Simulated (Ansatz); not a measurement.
# Nb3W: the cost of one run

Computed with Ansatz 0.2.0 (DFT PBE, scalar-relativistic, plane waves, PAW, unless a step's input says otherwise).

### 1 Starting point

The structure is cubic, space group Pm-3m (No. 221). The conventional cell has a = 3.961 Å, b = 3.961 Å, c = 3.961 Å, α = 90.00°, β = 90.00°, γ = 90.00°. Nb (site symmetry 4/mmm) is surrounded by 8 Nb at 2.80 Å and 4 W at 2.80 Å. W (site symmetry m-3m) is surrounded by 12 Nb at 2.80 Å.

Structure file:

```
Nb W
1.0
     3.96133    0.00000    0.00000
     0.00000    3.96133    0.00000
     0.00000    0.00000    3.96133
Nb W
3 1
Cartesian
  0.0000 1.9807 1.9807
  1.9807 0.0000 1.9807
  1.9807 1.9807 0.0000
  0.0000 0.0000 0.0000
```

This is candidate A: Cu3Au (L1_2) type (Pm-3m, No. 221).

(A quick probe on a coarse mesh, which set the mesh and smearing, is not shown.)

### 3 Coarse relaxation (candidate A)

Input file input.yaml:

```yaml
crystal:
  lattice:
    - [3.9613258784, 0.0, 0.0]
    - [0.0, 3.9613258784, 0.0]
    - [0.0, 0.0, 3.9613258784]
  atoms:
    - { symbol: Nb, position: [0.0, 0.5, 0.5] }
    - { symbol: Nb, position: [0.5, 0.0, 0.5] }
    - { symbol: Nb, position: [0.5, 0.5, 0.0] }
    - { symbol: W, position: [0.0, 0.0, 0.0] }
basis:
  ecutwfc: 420
kpoints:
  mp_grid: { grid: [4, 4, 4] }
hamiltonian:
  xc: pbe
scf:
  occupations: { method: gaussian, width: 0.1 }
  lower_state_search: "off"
output:
  forces: true
  stress: true
  eigenvalues: true
relax:
  adjacent_minimum: "off"
  f_tol: 0.04
  max_steps: 70
  cell: { stress_tol: 0.4 }
```

Run with:

```bash
$ ansatz run input.yaml --threads 1 --pin off --max-ram 2560MiB --backend cpu --events-out ev --progress --plain --runs-dir out
```

What time and memory should one allow on 1 thread of Arm Neoverse N1, shared host?

About 11 s, with a peak of 0.33 GiB.
